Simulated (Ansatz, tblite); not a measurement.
# The cluster Sn₃₁PH₄₄: rung by rung

Aim: run the doublet of the cluster Sn₃₁PH₄₄ at one geometry on many levels, and compare frontier levels, spin and run time.

Program: Ansatz 0.2.0, Gaussian basis. Level of theory: as each input shows. These are calculated values, not measurements.

Levels to be run: GFN1-xTB, PBE-D4/def2-SVP, r2SCAN-D4/def2-SVP, B97M-V/def2-SVP.

2 further runs of the same task are left out: 2 for a known fault of the program.

## Step 1: The relaxed structure

The doublet was relaxed beforehand with r2SCAN-D4/def2-SVP.

76 atoms, charge 0, spin multiplicity 2.

Bond lengths: Sn1–Sn17 2.801 Å, Sn1–Sn22 2.821 Å, Sn1–H33 1.720 Å, Sn1–H34 1.724 Å, Sn2–Sn18 2.803 Å, Sn2–Sn23 2.812 Å, Sn2–H35 1.726 Å, Sn2–H36 1.722 Å, Sn3–Sn22 2.805 Å, Sn3–Sn24 2.812 Å, Sn3–H37 1.723 Å, Sn3–H38 1.726 Å, Sn4–Sn21 2.795 Å, Sn4–Sn25 2.792 Å, Sn4–H39 1.722 Å, Sn4–H40 1.721 Å, Sn5–Sn17 2.802 Å, Sn5–Sn21 2.803 Å and more. Angles: Sn17–Sn1–Sn22 114.7°, Sn17–Sn1–H33 110.7°, Sn17–Sn1–H34 107.3°, Sn22–Sn1–H33 112.0°, Sn22–Sn1–H34 104.8°, H33–Sn1–H34 106.7°, Sn18–Sn2–Sn23 114.7°, Sn18–Sn2–H35 107.1°, Sn18–Sn2–H36 108.1°, Sn23–Sn2–H35 108.1°, Sn23–Sn2–H36 111.6°, H35–Sn2–H36 106.8°, Sn22–Sn3–Sn24 105.9°, Sn22–Sn3–H37 114.0°, Sn22–Sn3–H38 109.7°, Sn24–Sn3–H37 109.2°, Sn24–Sn3–H38 110.6°, H37–Sn3–H38 107.4° and more.

Sn takes a core potential in the def2 sets. No spin-orbit coupling is included.

PBE0-D4/def2-SVP was run before; its log isn't repeated, and its numbers join the tables.

## Step 2: GFN1-xTB

Tight binding, by tblite at 300 K electronic temperature and without a spin-polarisation term:

```python
tblite.interface.Calculator('GFN1-xTB', numbers, positions, charge=0, uhf=1).singlepoint()
```

Energy -2847.3114 eV; 1.3 s.

## Step 3: PBE-D4/def2-SVP

start.molden holds the orbitals of an earlier run on this state, given as this run's starting guess.

File in.yaml:

```yaml
crystal:
  periodic: [false, false, false]
  atoms:
    - {symbol: Sn, position_ang: [-2.345187, -4.040960, -3.067433]}
    - {symbol: Sn, position_ang: [-2.144234, -3.979030, 4.022409]}
    - {symbol: Sn, position_ang: [1.066803, -4.115828, 0.320652]}
    - {symbol: Sn, position_ang: [1.494047, -0.286788, -8.713157]}
    - {symbol: Sn, position_ang: [-2.335995, -0.522093, -6.010974]}
    - {symbol: Sn, position_ang: [-2.278508, 2.178719, -2.042312]}
    - {symbol: Sn, position_ang: [0.867894, -0.816048, -2.914034]}
    - {symbol: Sn, position_ang: [0.820360, 2.839281, -5.458855]}
    - {symbol: P, position_ang: [-1.656088, -1.310327, 0.585636]}
    - {symbol: Sn, position_ang: [-0.998492, 1.460653, 2.847818]}
    - {symbol: Sn, position_ang: [0.999815, -0.474716, 3.431298]}
    - {symbol: Sn, position_ang: [1.628253, 2.380153, 0.413347]}
    - {symbol: Sn, position_ang: [-2.069970, -0.418994, 6.655114]}
    - {symbol: Sn, position_ang: [1.125567, 2.837052, 6.380756]}
    - {symbol: Sn, position_ang: [4.361956, -1.018565, 0.112301]}
    - {symbol: Sn, position_ang: [4.784134, 2.414354, 3.797936]}
    - {symbol: Sn, position_ang: [-3.931066, -2.433255, -4.723766]}
    - {symbol: Sn, position_ang: [-3.134554, -3.155249, 1.533297]}
    - {symbol: Sn, position_ang: [-3.431828, 0.125527, -0.506135]}
    - {symbol: Sn, position_ang: [-3.251742, 0.651239, 4.353986]}
    - {symbol: Sn, position_ang: [-0.472219, -1.914295, -7.574541]}
    - {symbol: Sn, position_ang: [-0.621523, -2.618513, -1.345135]}
    - {symbol: Sn, position_ang: [-0.380500, -2.162888, 5.246536]}
    - {symbol: Sn, position_ang: [2.518116, -2.240309, 1.832511]}
    - {symbol: Sn, position_ang: [2.746089, 1.363803, -6.841256]}
    - {symbol: Sn, position_ang: [-0.868171, 1.004503, -4.167795]}
    - {symbol: Sn, position_ang: [-0.488262, 3.882750, -0.688937]}
    - {symbol: Sn, position_ang: [2.784173, 0.643868, -1.480638]}
    - {symbol: Sn, position_ang: [-0.213563, 3.841904, 4.135244]}
    - {symbol: Sn, position_ang: [2.781902, 0.953084, 5.114510]}
    - {symbol: Sn, position_ang: [3.816110, 3.764228, 1.538293]}
    - {symbol: Sn, position_ang: [-0.685956, 1.550483, 8.085644]}
    - {symbol: H, position_ang: [-3.314210, -5.177854, -2.214559]}
    - {symbol: H, position_ang: [-1.295025, -4.950430, -4.088713]}
    - {symbol: H, position_ang: [-3.504210, -4.190850, 5.063120]}
    - {symbol: H, position_ang: [-1.421400, -5.529680, 3.825498]}
    - {symbol: H, position_ang: [2.167488, -5.133727, -0.529204]}
    - {symbol: H, position_ang: [0.119329, -5.125529, 1.350905]}
    - {symbol: H, position_ang: [2.651471, -1.260187, -9.535724]}
    - {symbol: H, position_ang: [0.743179, 0.711293, -9.897198]}
    - {symbol: H, position_ang: [-3.305091, 0.492871, -7.016415]}
    - {symbol: H, position_ang: [-3.584648, 3.126984, -2.667347]}
    - {symbol: H, position_ang: [1.675695, -1.757949, -4.122350]}
    - {symbol: H, position_ang: [-0.061495, 3.846226, -6.540979]}
    - {symbol: H, position_ang: [1.547942, 3.862590, -4.279318]}
    - {symbol: H, position_ang: [-1.497906, 1.759918, 1.223057]}
    - {symbol: H, position_ang: [-3.206332, -1.256951, 7.646728]}
    - {symbol: H, position_ang: [2.015013, 4.046009, 7.232209]}
    - {symbol: H, position_ang: [5.211096, -2.229195, -0.772383]}
    - {symbol: H, position_ang: [5.520410, -0.103245, 1.001893]}
    - {symbol: H, position_ang: [6.085023, 1.388182, 3.325595]}
    - {symbol: H, position_ang: [5.430743, 3.571310, 4.903796]}
    - {symbol: H, position_ang: [-4.660606, -3.440162, -5.918725]}
    - {symbol: H, position_ang: [-5.200572, -1.700992, -3.826623]}
    - {symbol: H, position_ang: [-3.156343, -4.470333, 0.417569]}
    - {symbol: H, position_ang: [-4.735540, -2.532843, 1.643988]}
    - {symbol: H, position_ang: [-4.464265, -0.843207, -1.495081]}
    - {symbol: H, position_ang: [-4.374519, 0.756966, 0.791152]}
    - {symbol: H, position_ang: [-4.130855, -0.597037, 3.550207]}
    - {symbol: H, position_ang: [-4.330897, 1.971535, 4.590502]}
    - {symbol: H, position_ang: [-1.288570, -2.794379, -8.811453]}
    - {symbol: H, position_ang: [0.274920, -3.078416, -6.549642]}
    - {symbol: H, position_ang: [0.719188, -3.048623, 6.241777]}
    - {symbol: H, position_ang: [3.366243, -3.098685, 3.077537]}
    - {symbol: H, position_ang: [3.899082, 2.381933, -7.613858]}
    - {symbol: H, position_ang: [3.597893, 0.396660, -5.702544]}
    - {symbol: H, position_ang: [0.039193, 5.087184, -1.809498]}
    - {symbol: H, position_ang: [-1.320229, 4.701435, 0.581623]}
    - {symbol: H, position_ang: [3.736535, 1.545455, -2.612015]}
    - {symbol: H, position_ang: [0.856930, 4.796753, 3.179631]}
    - {symbol: H, position_ang: [-1.583994, 4.815391, 4.508266]}
    - {symbol: H, position_ang: [3.521348, -0.113023, 6.257367]}
    - {symbol: H, position_ang: [3.402222, 5.382864, 1.948520]}
    - {symbol: H, position_ang: [5.071364, 3.836347, 0.354756]}
    - {symbol: H, position_ang: [-1.800936, 2.672664, 8.770396]}
    - {symbol: H, position_ang: [0.164174, 0.815685, 9.391115]}
basis:
  gaussian: {orbitals: def2-SVP, fitting: {mean_field: def2-universal-jkfit}, initial_orbitals: start.molden}
magnetization: {spin_polarized: true, initial_magnetization: 1}
hamiltonian: {xc: pbe, dispersion: d4}
scf: {omitted_lower_state_checks: [starts]}
output: {orbitals: {seedname: orbitals}}
```

The run is started by

```
$ ansatz run in.yaml --threads 11 --pin off --events-out ev --progress --plain --max-ram 174080MiB --backend cuda --devices 0, --max-vram 75GiB
```

Further steps of the session: r2SCAN-D4/def2-SVP; B97M-V/def2-SVP.

**Question.** What will the summary of the whole plan be? Wanted: gap in def2-SVP, named functionals, smallest and largest; binding an atom, functionals in def2-SVP; ⟨S²⟩ in def2-SVP, named functionals, smallest and largest.

The runs gave:

| quantity | value |
| --- | --- |
| gap in def2-SVP, named functionals, smallest and largest | 0.58 eV (PBE-D4), 2.00 eV (PBE0-D4) |
| binding an atom, functionals in def2-SVP | 2.45 (r2SCAN-D4) to 2.52 eV (B97M-V) |
| ⟨S²⟩ in def2-SVP, named functionals, smallest and largest | 0.752, 0.756 |

**Reading.** Orbital gaps of the named functionals in def2-SVP span 0.58 eV (PBE-D4) to 2.00 eV (PBE0-D4); exact exchange widens it. Over the named functionals in def2-SVP spin contamination reaches 0.01 (r2SCAN-D4), which is small.
